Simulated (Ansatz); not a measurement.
**Al2GaH+ (doublet): wave-function methods side by side, cc-pVDZ**

One table from this session's results is given with a row withheld; the runs are named, their logs left out.

Method: cc-pVDZ, core rule «outside noble gas», up to 24 orbitals frozen; program: Ansatz 0.2.0, Gaussian basis.

To be run: UHF; CCSD(T) on ROHF; CCSD(T) on UHF; BCCD(T) on ROHF; CISD as a restricted active space (open shells left free, so some higher excitations enter); CCSDT(Q) on ROHF; CCSDT(Q) on UHF; CASSCF and MRCISD+Q, 9 electrons in 13 orbitals; CASSCF and NEVPT2, 9 electrons in 13 orbitals.

4 further runs of the same task are left out: 4 set aside as unsound or not needed. Runs told in other sessions of the task aren't counted.

## What is computed

The geometry is a PBE0/def2-TZVP stationary point (not a proven minimum) of the parent state, kept for this charge and spin. No spin-orbit coupling is included. The filled d shell of Ga may be among the frozen orbitals whatever the setting's name suggests.

4 atoms, charge 1, spin multiplicity 2.

Atoms are counted from 1 here; the program's logs count them from 0.

Bond lengths: Al1–Ga2 2.698 Å, Ga2–Al3 2.698 Å, Ga2–H4 1.623 Å. Angles: Al1–Ga2–Al3 146.7°, Al1–Ga2–H4 106.6°, Al3–Ga2–H4 106.6°.

As a file:

| atom | x (Å) | y (Å) | z (Å) |
| --- | --- | --- | --- |
| Al1 | 0.00000 | -0.45109 | -2.58470 |
| Ga2 | 0.00000 | 0.32101 | 0.00000 |
| Al3 | 0.00000 | -0.45109 | 2.58470 |
| H4 | 0.00000 | 1.94442 | 0.00000 |

Set-up of the first run:

in.yaml

```yaml
crystal:
  periodic: [false, false, false]
  atoms:
    - {symbol: Al, position_ang: [0.000000, -0.451085, -2.584700]}
    - {symbol: Ga, position_ang: [0.000000, 0.321015, 0.000000]}
    - {symbol: Al, position_ang: [0.000000, -0.451085, 2.584700]}
    - {symbol: H, position_ang: [0.000000, 1.944415, 0.000000]}
basis:
  gaussian: {orbitals: cc-pVDZ}
total_charge: 1
magnetization: {spin_polarized: true, initial_magnetization: 1}
hamiltonian: {xc: hf}
output: {orbitals: {seedname: orbitals}}
```

Launch:

```sh
$ ansatz run in.yaml --threads 1 --pin off --events-out ev --progress --plain --max-ram 4096MiB --backend cpu
```

Among the steps run: UHF; CCSD(T) on ROHF; CCSD(T) on UHF; BCCD(T) on ROHF; CISD as a restricted active space (open shells left free, so some higher excitations enter); CCSDT(Q) on ROHF; CCSDT(Q) on UHF; CASSCF and MRCISD+Q, 9 electrons in 13 orbitals; CASSCF and NEVPT2, 9 electrons in 13 orbitals.

One of the session's tables, all rows but one given; the rest of the session is left out.

```
          method  from UCCSDT(Q) (kJ/mol)
            ROHF                   +482.6
             UHF                        ?
            RMP2                   +135.4
            UMP2                   +143.9
            CISD                    +69.3
           RCCSD                    +20.4
           UCCSD                    +19.3
        RCCSD(T)                     +5.1
        UCCSD(T)                     +5.4
         BCCD(T)                     +5.4
          RCCSDT                     +1.1
          UCCSDT                     +0.9
       RCCSDT(Q)                     +0.1
       UCCSDT(Q)                        0
  CASSCF valence                   +200.7
  NEVPT2 valence                    +56.2
  MRCISD valence                    +12.0
MRCISD+Q valence                     +0.2
```

Estimate the missing values for UHF.

**Answer.** from UCCSDT(Q) (kJ/mol): +449.9. In the column «from UCCSDT(Q) (kJ/mol)» it lies between CASSCF valence (+200.7) and ROHF (+482.6).

Limits of these values: Restricted and unrestricted rows rest on different reference determinants; a gap between their highest levels can come from leftover correlation error, from unlike frozen cores or from another state.
